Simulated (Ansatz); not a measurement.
Which YAML input does this script hand to the engine? (Ansatz 0.2.0 through its Python package)

`run_scf.py`:
```python
'''Self-consistent field of Si3N4 at the given structure.'''

from pathlib import Path

import ansatz as az
import numpy as np
from pymatgen.core import Lattice, Structure
from pymatgen.io.ase import AseAtomsAdaptor

pmg_structure = Structure(
    Lattice([[0.0, 3.83825, 3.83825], [3.83825, 0.0, 3.83825], [3.83825, 3.83825, 0.0]]),
    ['Si', 'Si', 'Si', 'Si', 'Si', 'Si', 'N', 'N', 'N', 'N', 'N', 'N', 'N', 'N'],
    [
        [0.625, 0.625, 0.625],
        [0.125, 0.625, 0.625],
        [0.625, 0.625, 0.125],
        [0.625, 0.125, 0.625],
        [0.0, 0.0, 0.0],
        [0.25, 0.25, 0.25],
        [0.3824, 0.3824, 0.3824],
        [0.3972, 0.8676, 0.8676],
        [0.3824, 0.3824, 0.8528],
        [0.8676, 0.3972, 0.8676],
        [0.8528, 0.3824, 0.3824],
        [0.8676, 0.8676, 0.8676],
        [0.3824, 0.8528, 0.3824],
        [0.8676, 0.8676, 0.3972],
    ],
)
cell = az.Crystal.from_ase(AseAtomsAdaptor.get_atoms(pmg_structure))

# functional, basis and sampling
model = (
    cell.calculation()
    .pseudopotentials('nc')
    .occupations(az.OccupationsMethod.FIXED)
    .functional('r2SCAN')
    .mixing('anderson')
    .kpoints(density=2.1)
    .compute(potential_components=True)
)
session = model.session()
planned = session.plan(threads=1)
result = planned.execute()
rep = result.report

n_atoms = len(rep['lattice']['sites'])
print('F =', round(rep['free_energy_ev'], 4), 'eV for', n_atoms, 'atoms')
print('E(sigma -> 0) =', round(rep['energy_sigma0_ev'], 4), 'eV, TS =', round(rep['entropy_ts_ev'], 5), 'eV')
print('closed by', rep['closed_by'], 'after', rep['n_iterations'], 'iterations')

folder = Path(result.write_results('parts'))
text = (folder / 'v_comp_z.tsv').read_text().splitlines()
rows = np.array([line.split() for line in text if not line.startswith('#')], dtype=float)
print(text[0])
print(np.array2string(rows[:: max(len(rows) // 12, 1)], precision=3, suppress_small=True))

# accept the result only where the loop met its thresholds and nothing is doubted
problems = list(rep['published_state_doubts'])
if not rep['converged'] or rep.get('closed_by') != 'deck_thresholds':
    problems.append('loop closed by ' + str(rep.get('closed_by')))
print('accepted' if not problems else f'check before use: {problems}')
```

```console
$ python run_scf.py
DeckWarning: basis.ecutwfc = 1252 eV, auto-derived from the records' recommended cutoffs: set by N (normal level)
F = -3034.7277 eV for 14 atoms
E(sigma -> 0) = -3034.7277 eV, TS = 0.0 eV
closed by deck_thresholds after 9 iterations
# z_ang	v_loc[eV]	v_h[eV]	v_xc[eV]
[[  0.      9.051  -4.629 -12.358]
 [  0.424  15.463 -11.837 -10.321]
 [  0.848  16.214 -12.571 -10.004]
 [  1.272  10.872  -6.434 -11.909]
 [  1.696  -1.274   2.901 -14.257]
 [  2.12   -8.845   8.456 -15.903]
 [  2.544  -3.454   6.573 -14.509]
 [  2.968   0.004   0.776 -12.217]
 [  3.393  -0.784  -2.105 -11.098]
 [  3.817   0.004   0.776 -12.217]
 [  4.241  -3.454   6.573 -14.509]
 [  4.665  -8.845   8.456 -15.903]
 [  5.089  -1.274   2.901 -14.257]]
accepted
```
(Warnings from the package without file and line.)

`input.yaml`:
```yaml
crystal:
  lattice:
    - [0.0, 3.83825, 3.83825]
    - [3.83825, 0.0, 3.83825]
    - [3.83825, 3.83825, 0.0]
  atoms:
    - { symbol: Si, position: [0.625, 0.625, 0.625] }
    - { symbol: Si, position: [0.125, 0.625, 0.625] }
    - { symbol: Si, position: [0.625, 0.625, 0.125] }
    - { symbol: Si, position: [0.625, 0.125, 0.625] }
    - { symbol: Si, position: [0.0, 0.0, 0.0] }
    - { symbol: Si, position: [0.25, 0.25, 0.25] }
    - { symbol: "N", position: [0.3824, 0.3824, 0.3824] }
    - { symbol: "N", position: [0.3972, 0.8676, 0.8676] }
    - { symbol: "N", position: [0.3824, 0.3824, 0.8528] }
    - { symbol: "N", position: [0.8676, 0.3972, 0.8676] }
    - { symbol: "N", position: [0.8528, 0.3824, 0.3824] }
    - { symbol: "N", position: [0.8676, 0.8676, 0.8676] }
    - { symbol: "N", position: [0.3824, 0.8528, 0.3824] }
    - { symbol: "N", position: [0.8676, 0.8676, 0.3972] }
kpoints:
  mp_grid: { kspacing: 0.4761904761905 }
hamiltonian:
  xc: r2scan
  pseudopotentials: { kind: nc }
scf:
  mixing: { algorithm: anderson }
  occupations: { method: fixed }
output:
  write_potential_components: true
```

The program run on that file:
```console
$ ansatz run input.yaml --threads 1 --pin off --max-ram 3072MiB --backend cpu --events-out ev --progress --plain --runs-dir out
Engine: ansatz 0.2.0, x86_64-unknown-linux-gnu
Pseudopotentials: kind: nc
Pseudopotential: Si, nc, valence charge 4, recommended cutoff 489.804952 eV (normal), Si.nc.azcp
Pseudopotential: N, nc, valence charge 5, recommended cutoff 1252 eV (normal), N.nc.azcp
Functional definition: r2SCAN
  parameter k0 = 0.174
  parameter k1 = 0.065
  parameter a1 = 4.9479
  exchange = r2scan_x(k0 = k0, k1 = k1, a1 = a1)
  correlation = r2scan_c
Crystal: 14 atoms, lattice volume = 113.091 Å³
Basis set: ecut = 1252 eV, 11311 PW (Γ)
Bands: 46, of which v1, the nominal top of the filled ones, is band 32 counted from 1 (31 counted from 0)
Symmetry: 48 space group operations
Space group: Fd-3m (ITA 227), of the structure as read, at distance tolerance 4.8e-5 Å
k-points: 4 of 27
Non-local potential: Si, projectors of the file, l = 0: 2, l = 1: 2, l = 2: 2
Non-local potential: N, projectors of the file, l = 0: 2, l = 1: 2
Initial density: superposition of atomic densities (chi_scale 0.1, normalization cell, long waves kept (reshape's long-wave potential 0.00 eV rms))
Initial wavefunctions: pseudopotential atomic-orbital guess
Functional: x = r2scan, c = r2scan; τ floored in thin density (d = 2e-4 eV/Å³)
SCF iter   1: F=—  HF=-3041.289721 eV  |F-HF|=—  |Δ(HF+E_count)|=         —  Δρ=1.64e-1  dr2=2.93e1  dr2_τ=3.47e1  ethr=3.10e-3  ⟨swp⟩=5.5  Hψ=782  notcnv=0  defer=41
preconditioner: auto → Resta (q_TF=auto, 2.481 Å⁻¹)  ε∞=3.5  [insulator: Δε(μ)=5.985 eV  Ē_g=17.523 eV  n_scr=26 (ndim 8)  ℏωp=27.9 eV  f_vac=0.000  ε∞_Penn≈3.5]
SCF iter   2: F=—  HF=-3033.972081 eV  |F-HF|=—  |Δ(HF+E_count)|=    7.32e0  Δρ=5.29e-2  dr2=2.48e0  dr2_τ=4.01e0  ethr=3.10e-3  ⟨swp⟩=4.2  Hψ=473  notcnv=0  defer=45  κ⁻¹=1.0e0(r=1)
SCF iter   3: F=—  HF=-3034.511329 eV  |F-HF|=—  |Δ(HF+E_count)|=   5.39e-1  Δρ=3.15e-2  dr2=6.73e-1  dr2_τ=1.22e-1  ethr=3.10e-3  ⟨swp⟩=3.0  Hψ=281  notcnv=0  defer=44  κ⁻¹=4.0e-2(r=2)
SCF iter   4: F=—  HF=-3034.696727 eV  |F-HF|=—  |Δ(HF+E_count)|=   1.85e-1  Δρ=1.30e-2  dr2=9.28e-2  dr2_τ=1.45e-2  ethr=1.05e-3  ⟨swp⟩=3.0  Hψ=287  notcnv=0  defer=44  κ⁻¹=7.0e-4(r=3)
SCF iter   5: F=—  HF=-3034.726840 eV  |F-HF|=—  |Δ(HF+E_count)|=   3.01e-2  Δρ=1.36e-3  dr2=1.48e-3  dr2_τ=1.42e-4  ethr=1.45e-4  ⟨swp⟩=3.2  Hψ=287  notcnv=0  defer=45  κ⁻¹=6.5e-6(r=4)
SCF iter   6: F=—  HF=-3034.727497 eV  |F-HF|=—  |Δ(HF+E_count)|=   6.57e-4  Δρ=5.29e-4  dr2=1.70e-4  dr2_τ=2.97e-5  ethr=2.31e-6  ⟨swp⟩=2.2  Hψ=243  notcnv=0  defer=45  κ⁻¹=8.7e-7(r=5)
SCF iter   7: F=—  HF=-3034.727610 eV  |F-HF|=—  |Δ(HF+E_count)|=   1.13e-4  Δρ=1.14e-4  dr2=1.47e-5  dr2_τ=3.06e-6  ethr=2.65e-7  ⟨swp⟩=2.2  Hψ=258  notcnv=0  defer=44  κ⁻¹=1.7e-7(r=6)
SCF iter   8: F=—  HF=-3034.727725 eV  |F-HF|=—  |Δ(HF+E_count)|=   1.14e-4  Δρ=3.77e-5  dr2=1.04e-6  dr2_τ=5.80e-7  ethr=2.29e-8  ⟨swp⟩=2.5  Hψ=284  notcnv=0  defer=43  κ⁻¹=2.9e-8(r=7)
SCF iter   9: F=-3034.727726 eV  HF=-3034.727725 eV  |F-HF|=1.56e-7  |Δ(HF+E_count)|=   6.37e-7  Δρ=1.46e-5  dr2=9.31e-8  dr2_τ=3.74e-8  ethr=1.56e-10  ⟨swp⟩=19.8  Hψ=1409  notcnv=0
SCF 1 converged in 9 iterations: F = -3034.727726 eV  dr2 = 9.31e-8
SCF converged after 9 iterations
Stability not checked: this state was not tested for a lower state beside it, because the mixer in use, unlike msr1, does not test its closes by its own steps (another_mixer; see scf.mixing.algorithm and scf.lower_state_search)
Free energy (F): -3034.727726 eV
Harris-Foulkes:  -3034.727725 eV  (|F-HF|=1.56e-7)
Internal energy: -3034.727726 eV  (E = F + TS)
E sigma→0 (E₀):  -3034.727726 eV
Fermi energy:    11.406721 eV
--- Per-component energies (eV) ---
  E_band       = 270.736657
  E_kinetic    = 1933.426660
  E_local      = -1515.017028  (includes V_loc(G=0)·N_el)
  E_nonlocal   = -22.169007
  E_hartree    = 491.920469
  E_xc         = -1040.770344
  E_vxc        = -1183.864831  (∫ρ·V_xc dr)
  E_vtau       = 74.519129  (kinetic-family band-sum trace: ∫τ·v_τ [+ j·A + Jᵃ·Aᵃ] dr)
  E_ewald      = -2882.118474
  E_smearing   = -0.000000  (= −TS)
  E_closure    = -0.000000  (closes the sum)
  Σ components = -3034.727726   (vs F -3034.727726, Δ=0.00e0)
--- Band table (eV) ---
  k-point 0: bands = ["-8.6504", "-5.1880", "-4.2411", "-4.2411", "-4.2411", "-3.1907", "-3.1907", "-3.1907", "0.4592", "1.5182", "2.0737", "2.0737", "2.0737", "3.7418", "3.7418", "6.9825", "6.9825", "6.9825", "8.9248", "8.9248", "8.9248", "9.4175", "9.4175", "9.4175", "10.5233", "10.5233", "11.2029", "11.2029", "11.2029", "11.4067", "11.4067", "11.4067", "15.5486", "15.5486", "15.5486", "17.2977", "18.7115", "19.5706", "19.6196", "19.6196", "20.3046", "20.3046", "20.3046", "22.1371", "22.1371", "22.1371"]
  k-point 1: bands = ["-8.0477", "-6.1345", "-4.7342", "-4.1060", "-4.1060", "-3.5864", "-3.5586", "-3.5586", "1.6012", "2.5374", "2.8756", "2.8756", "4.1427", "4.4719", "4.4719", "5.6788", "6.6896", "6.6896", "7.5576", "8.1211", "8.1211", "8.7968", "8.7968", "8.9470", "9.2470", "9.5303", "9.5303", "10.7104", "10.8479", "10.8479", "11.1855", "11.1855", "16.7122", "17.1341", "17.1341", "19.0110", "19.3157", "20.1473", "20.1473", "20.6885", "21.3565", "21.7887", "21.8306", "21.8306", "22.7447", "22.7447"]
  k-point 2: bands = ["-7.8313", "-5.9249", "-4.7614", "-4.6155", "-4.6155", "-4.5827", "-2.9668", "-2.9668", "2.3718", "2.6925", "3.6144", "3.6293", "3.6293", "4.6128", "5.1951", "5.6917", "6.4690", "6.4690", "6.9514", "7.3345", "8.1122", "8.1122", "8.2305", "8.9682", "8.9682", "9.3193", "10.1466", "10.1466", "10.5167", "10.5167", "10.7960", "11.0329", "17.4260", "18.1303", "18.1303", "18.7781", "20.3457", "20.6569", "21.1290", "21.4229", "21.7847", "21.7847", "21.9479", "22.4866", "22.4866", "22.7692"]
  k-point 3: bands = ["-7.2237", "-6.5362", "-5.8099", "-4.5632", "-4.4105", "-3.4138", "-3.3837", "-3.3068", "2.5486", "3.5133", "3.6085", "3.8377", "4.9353", "4.9641", "5.3004", "5.8771", "6.1507", "6.4677", "6.6028", "6.7165", "7.0838", "8.2033", "8.2061", "8.2072", "9.4130", "9.4341", "9.4442", "9.7155", "9.9736", "10.1717", "10.1872", "11.2480", "18.0881", "18.8104", "19.0530", "19.5390", "20.4112", "20.5872", "20.7657", "21.5248", "22.2072", "22.3191", "22.6251", "22.6573", "22.9467", "23.4883"]
```

The settings weren't tested for convergence. Such functionals run on norm-conserving files made under PBE, which can move pressures by some GPa. Energy and stress may still move on a finer k-point mesh. The starting cell is as deposited in a crystallographic database; the results hold for this polymorph, which needn't be the stable one. The whole script took 11 s on 1 thread of Intel(R) Xeon(R) Platinum 8488C (Sapphire Rapids) (shared host), peak memory 0.75 GiB.
